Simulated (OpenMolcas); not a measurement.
**B, step by step**

Wanted: a series of 9 runs (ROHF/def2-SVP, CASSCF(3,4)/def2-SVP, CASPT2(3,4)/def2-SVP, CASPT2[IPEA 0](3,4)/def2-SVP, SC-NEVPT2(3,4)/def2-SVP, PC-NEVPT2(3,4)/def2-SVP, MC-PDFT[tPBE](3,4)/def2-SVP, MC-PDFT[ftPBE](3,4)/def2-SVP, and more) of B. 

The calculation is run with OpenMolcas 26.06.

70 further runs of the same task are left out: 70 set aside as unsound or not needed.

**1. A single-point energy at ROHF/def2-SVP (run 1)**

step1.inp

```
&GATEWAY
BasLib=$CurrDir
Coord
1
bohr
B      0.00000000     0.00000000     0.00000000
Basis=def2-SVP
Group=NoSym
&SEWARD
&SCF
UHF
Spin=2
PrOrbitals=0
&RASSCF
FileOrb=$Project.UnaOrb
Spin=2
Nactel=1 0 0
Inactive=2
Ras2=1
OutOrbitals=Canonical
OrbListing=NoCore
```

The basis set def2-SVP is read from a file made from the Basis Set Exchange's data (not shown).

Command:

```bash
$ export MOLCAS_MEM=1860
$ pymolcas step1.inp > step1.log
```

What it wrote:

```text
--- Start Module: gateway ---
[...]
--- Stop Module: gateway /rc=_RC_ALL_IS_WELL_ ---
[...]
      Basis functions           14
[...]
--- Start Module: scf ---
[...]
       Convergence after   8 Iterations
[...]
::    Total SCF energy                                -24.5005548242
[...]
      Total spin, S                                     0.5028143485
[...]
--- Stop Module: scf /rc=_RC_ALL_IS_WELL_ ---
--- Start Module: rasscf ---
[...]
      Number of active orbitals                  1
[...]
      Spin quantum number                      0.5
[...]
      Active orbitals                            1
[...]
      Number of CSFs                             1
[...]
      Number of root(s) required                 1
[...]
      Convergence after  7 iterations
[...]
      printout of CI-coefficients larger than  0.05 for root  1
      energy=     -24.497578
      conf/sym  1     Coeff  Weight
             1  u   1.00000 1.00000
      Natural orbitals and occupation numbers for root  1
      sym 1:   1.000000
      ************************************************************************************************************************
      *                                                    Final results                                                     *
[...]
::    RASSCF root number  1 Total energy:    -24.49757764
[...]
      Total electronic charge=    5.000000
      Total            charge=    0.000000
[...]
      Dipole Moment (debye):
      Origin of the operator (angstrom)=    0.0000    0.0000    0.0000
                   X=  4.0722E-16               Y=  5.1574E-16               Z=  5.4175E-16           Total=  8.5165E-16
      Quadrupole Moment (debye*angstrom):
[...]
--- Stop Module: rasscf /rc=_RC_ALL_IS_WELL_ ---
[...]
```

Wall time 1.3 s (1 thread of Intel Xeon 6975P-C (Granite Rapids), shared host); peak memory 0.37 GiB.

**2. The B atom: the energy at CASSCF(3,4)/def2-SVP (run 2)**

step2.input

```
&GATEWAY
  BASLIB = $CurrDir
  COORD
  1
  bohr
  B      0.00000000     0.00000000     0.00000000
  BASIS = def2-SVP
  GROUP = NoSym

&SEWARD

&RASSCF
  FILEORB = $CurrDir/step1.RasOrb
  SPIN = 2
  NACTEL = 3 0 0
  INACTIVE = 1
  RAS2 = 4
  ORBLISTING = NoCore
```

The basis set def2-SVP is read from a file made from the Basis Set Exchange's data (not shown).

Run the same way, it converges to -24.53167 Eh (log not shown).

Run 3 isn't shown in full; the table further down has it.

**3. The B atom: a single-point energy at CASPT2[IPEA 0](3,4)/def2-SVP (run 4)**

step4.inp

```
&GATEWAY
 BasLib = $CurrDir
 Coord
 1
 bohr
 B      0.00000000     0.00000000     0.00000000
 Basis = def2-SVP
 Group = NoSym

&SEWARD

&RASSCF
 FileOrb = $CurrDir/step2.RasOrb
 Spin = 2
 Nactel = 3 0 0
 Inactive = 1
 Ras2 = 4
 OrbListing = NoCore

&CASPT2
 IPEA = 0
 Imaginary = 0.1
 Frozen = 1
```

The basis set def2-SVP is read from a file made from the Basis Set Exchange's data (not shown).

Command:

```bash
$ export MOLCAS_MEM=1860
$ pymolcas step4.inp > step4.log
```

What it wrote:

```text
--- Start Module: gateway ---
[...]
--- Stop Module: gateway /rc=_RC_ALL_IS_WELL_ ---
[...]
      Basis functions           14
[...]
--- Start Module: rasscf ---
[...]
      Number of active orbitals                  4
[...]
      Spin quantum number                      0.5
[...]
      Active orbitals                            4
[...]
      Number of CSFs                            20
[...]
      Number of root(s) required                 1
[...]
      Convergence after  4 iterations
[...]
      printout of CI-coefficients larger than  0.05 for root  1
      energy=     -24.531665
      conf/sym  1111     Coeff  Weight
             1  2u00  -0.97112 0.94308
            15  0u20  -0.16871 0.02846
            18  0u02  -0.16871 0.02846
      Natural orbitals and occupation numbers for root  1
      sym 1:   1.886151   1.000000   0.056925   0.056925
      ************************************************************************************************************************
      *                                                    Final results                                                     *
[...]
::    RASSCF root number  1 Total energy:    -24.53166521
[...]
      Total electronic charge=    5.000000
      Total            charge=   -0.000000
[...]
      Dipole Moment (debye):
      Origin of the operator (angstrom)=    0.0000    0.0000    0.0000
                   X= -7.2725E-15               Y=  7.0026E-15               Z= -5.1748E-15           Total=  1.1345E-14
      Quadrupole Moment (debye*angstrom):
[...]
--- Stop Module: rasscf /rc=_RC_ALL_IS_WELL_ ---
--- Start Module: caspt2 ---
[...]
 ###    WARNING: User changed nr of frozen orbitals.                         ###
 ###############################################################################
[...]
      E2 (Variational):          -0.0223968415
      Total energy:             -24.5540620508
[...]
      Reference weight:           0.98703
[...]
::    CASPT2 Root  1     Total energy:    -24.55406205
[...]
--- Stop Module: caspt2 /rc=_RC_ALL_IS_WELL_ ---
[...]
```

Wall time 1.2 s (1 thread of Intel Xeon 6975P-C (Granite Rapids), shared host); peak memory 0.37 GiB.

Runs 5 to 8 aren't shown in full; the table further down has their settings and results.

**4. The B atom: the energy at MRCI(3,4)/def2-SVP (run 9)**

step9.inp

```
* B MRCI

&GATEWAY
 BASLIB=$CurrDir
 COORD
 1
 bohr
 B      0.00000000     0.00000000     0.00000000
 BASIS=def2-SVP
 GROUP=NoSym

&SEWARD

&RASSCF
 FILEORB=$CurrDir/step2.RasOrb
 SPIN=2
 NACTEL=3 0 0
 INACTIVE=1
 RAS2=4
 ORBLISTING=NoCore

&MOTRA
 LUMORB
 FROZEN=1

&GUGA
 ELECTRONS=3
 SPIN=2
 INACTIVE=0
 ACTIVE=4
 CIALL=1

&MRCI
 SDCI
```

The basis set def2-SVP is read from a file made from the Basis Set Exchange's data (not shown).

Run the same way, it converges to -24.55873 Eh (log not shown).

**5. All runs side by side**

```csv
run,level,active rule,inactive,energy (Eh),dipole moment (D) of the reference,wall time
1,ROHF/def2-SVP,–,–,-24.497578,0.00,1.3 s
2,"CASSCF(3,4)/def2-SVP",full valence,1,-24.531665,0.00,1.1 s
3,"CASPT2(3,4)/def2-SVP",full valence,1,-24.551362,0.00,1 s
4,"CASPT2[IPEA 0](3,4)/def2-SVP",full valence,1,-24.554062,0.00,1.2 s
5,"SC-NEVPT2(3,4)/def2-SVP",full valence,1,-24.551458,0.00,1.2 s
6,"PC-NEVPT2(3,4)/def2-SVP",full valence,1,-24.551497,0.00,1.1 s
7,"MC-PDFT[tPBE](3,4)/def2-SVP",full valence,1,-24.585077,0.00,1.2 s
8,"MC-PDFT[ftPBE](3,4)/def2-SVP",full valence,1,-24.594698,0.00,1.1 s
9,"MRCI(3,4)/def2-SVP",full valence,1,-24.558727,0.00,1.1 s
```

**6. Outcome**

| quantity | value |
| --- | --- |
| B atom, run 9: total energy | -24.55873 Eh |
| B atom, run 9: dipole moment (CASSCF density) | 0.00 D |

Below the ROHF energy at the same shape and in the same basis (def2-SVP): CASSCF(3,4) -34.1 mEh; CASPT2(3,4) -53.8 mEh; CASPT2[IPEA 0](3,4) -56.5 mEh; SC-NEVPT2(3,4) -53.9 mEh; PC-NEVPT2(3,4) -53.9 mEh; MRCI(3,4) -61.1 mEh. Active-space methods hold only the correlation inside their space unless a perturbation or CI step follows. All runs together took 10 s, the longest 1.3 s.
